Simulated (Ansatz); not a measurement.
# BrH5N2OSi: small, medium and large basis sets

One table from this session's results is given with a row withheld; the runs are named, their logs left out.

Computed with Ansatz 0.2.0, Gaussian basis. Level: one geometry, several basis sets.

Plan: PBE0-D4/def2-SVP; ωB97M-V/def2-SVP; PBE0-D4/def2-QZVPP; ωB97M-V/def2-QZVPP; the functionals' def2-TZVPP values are taken from earlier runs.

### The relaxed structure

An earlier PBE0-D4 in a triple-zeta def2 set relaxation fixed the geometry.

10 atoms, charge 0, spin multiplicity 1.

Atoms are counted from 1 here; the program's logs count them from 0.

Bond lengths: N1–Si2 1.688 Å, N1–H6 1.006 Å, N1–H7 1.006 Å, Si2–N3 1.693 Å, Si2–O4 1.637 Å, Si2–Br5 2.252 Å, N3–H8 1.005 Å, N3–H9 1.007 Å, O4–H10 0.958 Å. Angles: Si2–N1–H6 120.7°, Si2–N1–H7 120.6°, H6–N1–H7 112.8°, N1–Si2–N3 108.2°, N1–Si2–O4 103.8°, N1–Si2–Br5 117.3°, N3–Si2–O4 120.0°, N3–Si2–Br5 102.9°, O4–Si2–Br5 105.3°, Si2–N3–H8 121.6°, Si2–N3–H9 121.0°, H8–N3–H9 113.1°, Si2–O4–H10 116.4°.

Geometry (Å):

```xyz
10

N    -1.0627   -0.3658   -1.0970
Si    0.1948    0.1485   -0.0961
N    -0.2356   -0.1820    1.5074
O     1.5236   -0.5505   -0.7475
Br    0.6437    2.3550   -0.0521
H    -2.0184   -0.1476   -0.8731
H    -0.9126   -0.4900   -2.0840
H     0.0947    0.3842    2.2692
H    -0.4989   -1.1111    1.7920
H     2.3544   -0.0918   -0.6158
```

Set-up of the first run:

Contents of in.yaml:

```yaml
crystal:
  periodic: [false, false, false]
  atoms:
    - {symbol: N, position_ang: [-1.062683, -0.365784, -1.097010]}
    - {symbol: Si, position_ang: [0.194846, 0.148530, -0.096072]}
    - {symbol: N, position_ang: [-0.235590, -0.182021, 1.507446]}
    - {symbol: O, position_ang: [1.523620, -0.550502, -0.747526]}
    - {symbol: Br, position_ang: [0.643677, 2.354951, -0.052078]}
    - {symbol: H, position_ang: [-2.018375, -0.147602, -0.873123]}
    - {symbol: H, position_ang: [-0.912629, -0.489981, -2.084048]}
    - {symbol: H, position_ang: [0.094720, 0.384172, 2.269201]}
    - {symbol: H, position_ang: [-0.498917, -1.111147, 1.791962]}
    - {symbol: H, position_ang: [2.354430, -0.091817, -0.615754]}
basis:
  gaussian: {orbitals: def2-SVP}
hamiltonian: {xc: pbe0, dispersion: d4}
output: {orbitals: {seedname: orbitals}}
```

Steps of the session up to this table: PBE0-D4 in def2-SVP; ωB97M-V in def2-SVP; PBE0-D4 in def2-QZVPP; ωB97M-V in def2-QZVPP.

One of the session's tables, all rows but one given; the rest of the session is left out.

It belongs to the step «Functionals by basis». 

```
functional       basis  HOMO (eV)  LUMO (eV)
   PBE0-D4    def2-SVP      -7.42       1.36
   PBE0-D4  def2-TZVPP      -7.66       0.64
   PBE0-D4  def2-QZVPP      -7.71       0.25
   ωB97M-V    def2-SVP      -9.71       3.02
   ωB97M-V  def2-TZVPP          ?          ?
   ωB97M-V  def2-QZVPP     -10.02       1.46
```

Estimate the missing values for ωB97M-V, def2-TZVPP.

As computed: HOMO (eV): -9.97; LUMO (eV): 2.08. In the column «HOMO (eV)» it lies between ωB97M-V, def2-QZVPP (-10.02) and ωB97M-V, def2-SVP (-9.71).
